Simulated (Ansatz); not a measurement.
**C₂H₇NSSi: small, medium and large basis sets**

How large a basis does C₂H₇NSSi need? Two functionals are run in growing sets.

Program: Ansatz 0.2.0, Gaussian basis. Level of theory: one geometry, several basis sets. These are calculated values, not measurements.

Levels to be run: PBE0-D4/def2-SVP; ωB97M-V/def2-SVP; PBE0-D4/def2-QZVPP; ωB97M-V/def2-QZVPP; the functionals' def2-TZVPP values are taken from earlier runs.

**1. The relaxed structure**

An earlier PBE0-D4 in a triple-zeta def2 set relaxation fixed the geometry.

SMILES `C=CN[SiH2]S`, 12 atoms, charge 0, spin multiplicity 1.

Atoms are counted from 1 here; the program's logs count them from 0.

Bond lengths: C1–C2 1.331 Å, C1–H6 1.081 Å, C1–H7 1.085 Å, C2–N3 1.384 Å, C2–H8 1.087 Å, N3–Si4 1.722 Å, N3–H9 1.010 Å, Si4–S5 2.139 Å, Si4–H10 1.482 Å, Si4–H11 1.481 Å, S5–H12 1.344 Å. Angles: C2–C1–H6 120.1°, C2–C1–H7 122.1°, H6–C1–H7 117.8°, C1–C2–N3 126.4°, C1–C2–H8 119.9°, N3–C2–H8 113.7°, C2–N3–Si4 125.3°, C2–N3–H9 114.1°, Si4–N3–H9 119.1°, N3–Si4–S5 115.8°, N3–Si4–H10 105.1°, N3–Si4–H11 109.7°, S5–Si4–H10 110.7°, S5–Si4–H11 102.7°, H10–Si4–H11 113.0°, Si4–S5–H12 94.7°.

**2. PBE0-D4 in def2-SVP**

File in.yaml:

```yaml
crystal:
  periodic: [false, false, false]
  atoms:
    - {symbol: C, position_ang: [-0.595011, 1.700345, 1.504194]}
    - {symbol: C, position_ang: [-0.457417, 0.503859, 0.936694]}
    - {symbol: N, position_ang: [0.632015, 0.060260, 0.206599]}
    - {symbol: Si, position_ang: [0.665584, -1.358782, -0.768239]}
    - {symbol: S, position_ang: [0.310291, -1.060723, -2.856117]}
    - {symbol: H, position_ang: [-1.482824, 1.931148, 2.075188]}
    - {symbol: H, position_ang: [0.167245, 2.467593, 1.422354]}
    - {symbol: H, position_ang: [-1.243913, -0.239420, 1.041801]}
    - {symbol: H, position_ang: [1.361174, 0.750375, 0.094572]}
    - {symbol: H, position_ang: [-0.360146, -2.253941, -0.183823]}
    - {symbol: H, position_ang: [2.025031, -1.945624, -0.749320]}
    - {symbol: H, position_ang: [-0.945130, -0.610190, -2.689905]}
basis:
  gaussian: {orbitals: def2-SVP}
hamiltonian: {xc: pbe0, dispersion: d4}
output: {orbitals: {seedname: orbitals}}
```

Further steps of the session: ωB97M-V in def2-SVP; PBE0-D4 in def2-QZVPP; ωB97M-V in def2-QZVPP.

Q: Predict the results of all the runs planned. Wanted: PBE0-D4: double and triple zeta above quadruple; ωB97M-V: double and triple zeta above quadruple.

**Answer**, as computed:

| quantity | value |
| --- | --- |
| PBE0-D4: double and triple zeta above quadruple | 11.55, 0.81 eV |
| ωB97M-V: double and triple zeta above quadruple | 11.69, 0.77 eV |

In words: PBE0-D4 gains 10.73 eV from double to triple zeta, then 0.81 eV more. These are total energies; as a rule much of such shifts cancels in differences, which this series doesn't test. The LUMO of ωB97M-V is positive and keeps falling with the basis (2.80 to 1.49 eV): an unbound level that the basis holds in place.
